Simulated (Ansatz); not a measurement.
# InAs: the cost of one run

Method: DFT LDA, scalar-relativistic, plane waves, PAW, in Ansatz 0.2.0.

The COD entry's cell or inner coordinates are ideal or old and differ from later refinements, so a difference from it is no clean test against experiment.

4 further runs of the same task are left out: 4 set aside as unsound or not needed.

**1. The structure to begin with**

The structure is cubic, space group F-43m (No. 216). Conventional cell: a = 6.027 Å, b = 6.027 Å, c = 6.027 Å, α = 90.00°, β = 90.00°, γ = 90.00°. In (site symmetry -43m) is surrounded by 4 As at 2.61 Å. As (site symmetry -43m) is surrounded by 4 In at 2.61 Å.

Coordinates:

```
CELL_PARAMETERS angstrom
0.00000 3.01330 3.01330
3.01330 0.00000 3.01330
3.01330 3.01330 0.00000
ATOMIC_POSITIONS crystal
In 0.00000 0.00000 0.00000
As 0.75000 0.75000 0.75000
```

This cell was relaxed beforehand with the same method: volume 27.36 Å³/atom, gap on the mesh none (metal).

**2. Phonons at Γ, at rest**

input.yaml reads:

```yaml
crystal:
  lattice:
    - [0.0, 3.0133041454, 3.0133041454]
    - [3.0133041454, 0.0, 3.0133041454]
    - [3.0133041454, 3.0133041454, 0.0]
  atoms:
    - { symbol: In, position: [0.0, 0.0, 0.0] }
    - { symbol: As, position: [0.75, 0.75, 0.75] }
basis:
  ecutwfc: 420
kpoints:
  mp_grid: { grid: [12, 12, 12] }
hamiltonian:
  xc: lda
scf:
  occupations: { method: fermi_dirac, width: 0.15 }
output:
  eigenvalues: true
phonons:
  method: dfpt
  eigenvectors: true
```

The run is started by

```console
$ ansatz run input.yaml --threads 1 --pin off --max-ram 3072MiB --backend cpu --events-out ev --progress --plain --runs-dir out
```

**Question.** How long does this run take on 1 thread of Intel Xeon Platinum 8375C at 2.90GHz (Ice Lake), shared host, and how much memory does it need?

About 37 s, with a peak of 0.79 GiB.
